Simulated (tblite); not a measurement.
# C5H12F2GeO: the cost of one run

Programs: tblite 0.8.0 and PySCF 2.14.0, with density-fitted response routines of our own. Each step states its level of theory. These are calculated values for one molecule in the gas phase, unless marked as measured. Atoms count from 0, in the outputs and in this text.

**1. The molecule as given**

21 atoms, charge 0, multiplicity 1; geometry from: force field or distance geometry start.

Bonds of the start (Å): C0–C1 1.49, C1–C2 1.51, C1–O3 1.38, O3–C4 1.38, C4–Ge5 1.95, C4–C6 1.50, C6–F7 1.37, C6–F8 1.41, C0–H9 1.11, C0–H10 1.10, C0–H11 1.12, C1–H12 1.11, C2–H13 1.13, C2–H14 1.10, C2–H15 1.13, C4–H16 1.12, Ge5–H17 1.55, Ge5–H18 1.55, Ge5–H19 1.55, C6–H20 1.12.

**2. Relaxing the molecule with GFN2-xTB**

The job: settings as JSON, then the geometry in Å.

```
{"job": {"kind": "relax", "xc": "GFN2-xTB", "basis": "xTB"}, "charge": 0, "multiplicity": 1}
C     -1.634900     0.154800    -1.722200
C     -1.133900    -0.277500    -0.386800
C     -2.297900    -0.146900     0.572400
O     -0.106800     0.501700     0.111400
C      1.040300    -0.163800     0.477400
Ge     2.444700     0.477300    -0.717800
C      1.457300    -0.016100     1.909800
F      1.700400     1.265100     2.322400
F      2.683300    -0.704800     2.005300
H     -1.943600     1.216600    -1.627000
H     -0.958600    -0.061100    -2.558900
H     -2.561900    -0.448600    -1.911200
H     -0.902000    -1.359800    -0.424800
H     -2.910100     0.748500     0.261300
H     -2.029100    -0.131900     1.634400
H     -2.978100    -1.025800     0.372800
H      0.994500    -1.264400     0.304700
H      1.800100     0.853900    -2.072800
H      3.203100     1.696100    -0.126400
H      3.389100    -0.728700    -0.985000
H      0.735200    -0.567900     2.560400
```

Command:

```
OMP_NUM_THREADS=1 python probes_run.py task.json out
```

One launch serves the whole session: the jobs run in the order shown.

Q: Estimate the wall time of this first job on 1 thread of AMD EPYC 9R45, shared host.

About 1.4 s.
